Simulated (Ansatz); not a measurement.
# AsRu (CsCl type): how the settings move a single-point run

Question: which choices in the input matter for AsRu (CsCl type)?

Method: reference: DFT, PBEsol, all-electron LAPW, scalar-relativistic, in Ansatz 0.2.0.

1 further run of the same task is left out (it didn't finish).

## (1) Starting point

Symmetry: Pm-3m, No. 221, cubic system. Conventional cell: a = 2.330 Å, b = 2.330 Å, c = 2.330 Å, α = 90.00°, β = 90.00°, γ = 90.00°. Ru (site symmetry m-3m) has 8 As at 2.02 Å as nearest neighbours. As (site symmetry m-3m) is surrounded by 8 Ru at 2.02 Å.

As a file:

```
CELL_PARAMETERS angstrom
2.32988 0.00000 0.00000
0.00000 2.32988 0.00000
0.00000 0.00000 2.32988
ATOMIC_POSITIONS crystal
Ru 0.00000 0.00000 0.00000
As 0.50000 0.50000 0.50000
```

## (2) The reference run

Input file input.yaml:

```yaml
crystal:
  lattice:
    - [2.3298817082, 0.0, 0.0]
    - [0.0, 2.3298817082, 0.0]
    - [0.0, 0.0, 2.3298817082]
  atoms:
    - { symbol: Ru, position: [0.0, 0.0, 0.0] }
    - { symbol: As, position: [0.5, 0.5, 0.5] }
kpoints:
  mp_grid: { grid: [14, 14, 14] }
  band_path:
    path:
      - [0.0, 0.0, 0.0]
      - [0.0, 0.5, 0.0]
      - [0.5, 0.5, 0.0]
      - [0.0, 0.0, 0.0]
      - [0.5, 0.5, 0.5]
      - [0.0, 0.5, 0.0]
      - [0.5, 0.5, 0.5]
      - [0.5, 0.5, 0.0]
    npoints: 8
scf:
  occupations: { method: fermi_dirac, width: 0.1 }
hamiltonian:
  xc: pbesol
  pseudopotentials: { kind: all_electron, lapw: { basis_error: 0.001 } }
output:
  forces: true
  stress: true
  eigenvalues: true
  populations: true
  dos: { projected: true, de: 0.2, e_range: [-14, 8] }
```

Launch:

```console
$ ansatz run input.yaml --threads 1 --pin off --max-ram 2048MiB --backend cpu --events-out ev --progress --plain --runs-dir out
```

Excerpt of the output:

```text
[...]
Basis set: ecut = 495.5434826978011 eV, 305 PW (Γ), exchange–correlation at level 2
[...]
k-points: 120 of 2744
[...]
SCF iter   1: F=—  HF=-184688.036419 eV  |F-HF|=—  |Δ(HF+E_count)|=         —  Δρ=3.31e-2  dr2=6.23e-2  ethr=1.09e-4  ⟨swp⟩=3.1  Hψ=29295  notcnv=0
preconditioner: auto → none  [metal: Δε(μ)=0.087 eV  Ē_g=39.351 eV  σ=0.100 eV  W_gap=0.21  n_scr=6 (ndim 8)  ℏωp=56.2 eV  f_vac=0.000  D(μ)=0.61/eV (n_scr^D=6)  sad-step TF]
SCF iter   2: F=—  HF=-184687.977394 eV  |F-HF|=—  |Δ(HF+E_count)|=   5.90e-2  Δρ=2.15e-2  dr2=3.81e-2  ethr=1.09e-4  ⟨swp⟩=2.0  Hψ=11924  notcnv=0
[...]
SCF iter   6: F=—  HF=-184687.965878 eV  |F-HF|=—  |Δ(HF+E_count)|=   9.69e-6  Δρ=8.78e-5  dr2=5.46e-7  ethr=1.31e-8  ⟨swp⟩=2.0  Hψ=11865  notcnv=0
SCF iter   7: F=-184687.965878 eV  HF=-184687.965878 eV  |F-HF|=7.60e-9  |Δ(HF+E_count)|=   4.86e-7  Δρ=5.71e-6  dr2=2.79e-9  ethr=9.57e-10  ⟨swp⟩=2.0  Hψ=11865  notcnv=0
[...]
SCF converged after 7 iterations
Free energy (F): -184687.965878 eV
[...]
E sigma→0 (E₀):  -184687.955085 eV
[...]
Fermi energy:    54.860088 eV
[...]
  P = ⅓ Tr σ = 1117.6727 GPa (11176.727 kbar)
[...]
```

It took 45 s on 1 thread of Arm Neoverse V1, shared host; peak memory 0.56 GiB.

## (3) Changing settings: scf.algorithm density_mixing, n_extra_bands 8, xc_grid 1

Changes to input.yaml since step 2:

```diff
@@ -23,2 +23,4 @@
   occupations: { method: fermi_dirac, width: 0.1 }
+  algorithm: density_mixing
+  n_extra_bands: 8
 hamiltonian:
@@ -31,2 +33,3 @@
   populations: true
-  dos: { projected: true, de: 0.2, e_range: [-14, 8] }
+basis:
+  xc_grid: 1
```

Launch:

```console
$ ansatz run input.yaml --threads 1 --pin off --max-ram 2048MiB --backend cpu --events-out ev --progress --plain --runs-dir out
```

The program printed, cut to the lines that bear on the results:

```text
Ru: projections on atomic orbitals take those of the free atom 1s2 2s2 2p6 3s2 3p6 3d10 4s2 4p6 4d7 5s1, of charge +0.00 (hamiltonian.pseudopotentials.projection_atoms)
As: projections on atomic orbitals take those of the free atom 1s2 2s2 2p6 3s2 3p6 3d10 4s2 4p3, of charge +0.00 (hamiltonian.pseudopotentials.projection_atoms)
LAPW: plane waves up to 11.405 Å⁻¹, error target 1.0e-3 eV per atom; small_component_spin mean_spin; As in spheres of 1.016 Å, 23 of its electrons in bands, Dirac shells []; Ru in spheres of 1.002 Å, 34 of its electrons in bands, Dirac shells []
scf.n_extra_bands = 8 over 29 filled bands (N_el = 57.0): the run solves 37 bands
[...]
Pseudopotentials: kind: all_electron
Pseudopotential: Ru, LAPW, valence charge 34, Koelling and Harmon's equation, gaussian nucleus
Pseudopotential: As, LAPW, valence charge 23, Koelling and Harmon's equation, gaussian nucleus
Functional definition: PBEsol
[...]
Crystal: 2 atoms, lattice volume = 12.647 Å³
Basis set: ecut = 495.5434826978011 eV, 305 PW (Γ), exchange–correlation at level 1
Bands: 37, of which v1, the nominal top of the filled ones, is band 29 counted from 1 (28 counted from 0)
Symmetry: 48 space group operations
Space group: Pm-3m (ITA 221), of the structure as read, at distance tolerance 2.3e-5 Å
k-points: 120 of 2744
[...]
SCF iter   1: F=—  HF=-184688.036424 eV  |F-HF|=—  |Δ(HF+E_count)|=         —  Δρ=3.31e-2  dr2=6.23e-2  ethr=1.09e-4  ⟨swp⟩=3.1  Hψ=31087  notcnv=0
[...]
SCF iter   7: F=-184687.965878 eV  HF=-184687.965878 eV  |F-HF|=7.80e-9  |Δ(HF+E_count)|=   4.98e-7  Δρ=5.85e-6  dr2=2.97e-9  ethr=9.62e-10  ⟨swp⟩=2.0  Hψ=12225  notcnv=0
[...]
NSCF: frozen V_eff on 57 k-points
SCF converged after 7 iterations
Free energy (F): -184687.965878 eV
[...]
E sigma→0 (E₀):  -184687.955086 eV
Entropy (-TS):   -0.021585 eV (-10.792 meV/atom)
Fermi energy:    54.860086 eV
[...]
--- Forces (eV/Å), atoms counted from 1 ---
  atom   1  Ru    -0.00000000    -0.00000000     0.00000000
  atom   2  As    -0.00000000     0.00000000     0.00000000
[...]
--- Stress (GPa, compression-positive) ---
     1117.672597       0.000000       0.000000
        0.000000    1117.672597       0.000000
        0.000000       0.000000    1117.672597
  P = ⅓ Tr σ = 1117.6726 GPa (11176.726 kbar)
--- Band table (eV; the first three rows and the last of 120) ---
[...]
--- Löwdin populations: 2 sites ---
  site symbol       q [e]
     0     Ru     44.3696
     1     As     32.4047
  spilling = 0.002931 (of n_electrons = 77.000000)
```

It took 47 s on 1 thread of Arm Neoverse V1, shared host; peak memory 0.58 GiB.

Changing the solver, band count and numerical grids hardly moves the energy: 0.0 meV/atom.

## (4) Variant: mp_grid.grid [18, 18, 18], preconditioner local_kerker

Changes to input.yaml since step 2:

```diff
@@ -9,3 +9,3 @@
 kpoints:
-  mp_grid: { grid: [14, 14, 14] }
+  mp_grid: { grid: [18, 18, 18] }
   band_path:
@@ -23,2 +23,3 @@
   occupations: { method: fermi_dirac, width: 0.1 }
+  mixing: { preconditioner: local_kerker }
 hamiltonian:
@@ -31,2 +32 @@
   populations: true
-  dos: { projected: true, de: 0.2, e_range: [-14, 8] }
```

Launch:

```console
$ ansatz run input.yaml --threads 1 --pin off --max-ram 2048MiB --backend cpu --events-out ev --progress --plain --runs-dir out
```

The program printed, cut to the lines that bear on the results:

```text
Ru: projections on atomic orbitals take those of the free atom 1s2 2s2 2p6 3s2 3p6 3d10 4s2 4p6 4d7 5s1, of charge +0.00 (hamiltonian.pseudopotentials.projection_atoms)
As: projections on atomic orbitals take those of the free atom 1s2 2s2 2p6 3s2 3p6 3d10 4s2 4p3, of charge +0.00 (hamiltonian.pseudopotentials.projection_atoms)
LAPW: plane waves up to 11.405 Å⁻¹, error target 1.0e-3 eV per atom; small_component_spin mean_spin; As in spheres of 1.016 Å, 23 of its electrons in bands, Dirac shells []; Ru in spheres of 1.002 Å, 34 of its electrons in bands, Dirac shells []
[...]
Pseudopotentials: kind: all_electron
Pseudopotential: Ru, LAPW, valence charge 34, Koelling and Harmon's equation, gaussian nucleus
Pseudopotential: As, LAPW, valence charge 23, Koelling and Harmon's equation, gaussian nucleus
Functional definition: PBEsol
[...]
Crystal: 2 atoms, lattice volume = 12.647 Å³
[...]
SCF iter   9: F=-184687.961488 eV  HF=-184687.961488 eV  |F-HF|=6.11e-10  |Δ(HF+E_count)|=   4.34e-8  Δρ=5.65e-6  dr2=2.33e-9  ethr=8.86e-11  ⟨swp⟩=2.0  Hψ=21750  notcnv=0
[...]
NSCF: frozen V_eff on 57 k-points
SCF converged after 9 iterations
Free energy (F): -184687.961488 eV
[...]
E sigma→0 (E₀):  -184687.949467 eV
Entropy (-TS):   -0.024042 eV (-12.021 meV/atom)
Fermi energy:    54.887615 eV
[...]
--- Forces (eV/Å), atoms counted from 1 ---
  atom   1  Ru    -0.00000000     0.00000000    -0.00000000
  atom   2  As    -0.00000000     0.00000000     0.00000000
[...]
--- Stress (GPa, compression-positive) ---
     1118.740983       0.000000       0.000000
        0.000000    1118.740983       0.000000
        0.000000       0.000000    1118.740983
  P = ⅓ Tr σ = 1118.7410 GPa (11187.410 kbar)
--- Band table (eV; the first three rows and the last of 220) ---
[...]
--- Löwdin populations: 2 sites ---
  site symbol       q [e]
     0     Ru     44.3709
     1     As     32.4025
  spilling = 0.002943 (of n_electrons = 77.000000)
```

Run time: 85 s. Hardware: 1 thread of Arm Neoverse V1, shared host; peak memory 0.84 GiB.

Changing the k-point mesh and mixing moves the energy by +2.2 meV/atom, and the pressure goes from 1117.7 to 1118.7 GPa. The energy is not variational in the mesh, so the sign tells nothing. Of the settings changed, the mesh is the one that moves energies this far.

## (5) Comparison

| run | ending | energy change | pressure (GPa) | gap (eV) | force (eV/Å) | cycles | time |
| --- | --- | --- | --- | --- | --- | --- | --- |
| reference | converged | 0 | 1117.7 | 0.00 | 0.00 | 7 | 45 s |
| 1: scf.algorithm density_mixing, n_extra_bands 8, xc_grid 1 | converged | 0.0 meV/atom | 1117.7 | 0.00 | 0.00 | 7 | 47 s |
| 2: mp_grid.grid [18, 18, 18], preconditioner local_kerker | converged | +2.2 meV/atom | 1118.7 | 0.00 | 0.00 | 9 | 85 s |

Times don't compare one to one where runs were asked for different outputs or read a saved state (see the inputs); cycles may leave out searches for a lower state.

Residual by cycle in the longest SCF loop of each run; runs are numbered as in the table. The quantity is the density residual dr2, in eV.

| cycle | reference | run 1 | run 2 |
| --- | --- | --- | --- |
| 1 | 0.0623 | 0.0623 | 0.06 |
| 2 | 0.0381 | 0.0381 | 0.029 |
| 3 | 0.00386 | 0.00386 | 0.00432 |
| 4 | 0.00152 | 0.00153 | 0.00254 |
| 5 | 7.5e-6 | 7.6e-6 | 6.6e-5 |
| 6 | 5.5e-7 | 5.5e-7 | 1.3e-5 |
| 7 | 2.8e-9 | 3.0e-9 | 1.4e-6 |
| 8 | - | - | 5.1e-8 |
| 9 | - | - | 2.3e-9 |

Of the converged runs whose energies compare with the reference's, «mp_grid.grid [18, 18, 18], preconditioner local_kerker» moves the energy most (+2.2 meV/atom) and «scf.algorithm density_mixing, n_extra_bands 8, xc_grid 1» least (0.0 meV/atom). The pressure spans 1117.7 to 1118.7 GPa over the reference and the converged variants. The structure is not at rest: the sound run finds 1118 GPa, so these are no properties of the relaxed crystal. The reference has no spin polarisation; with Ru present, a magnetic state may lie lower.
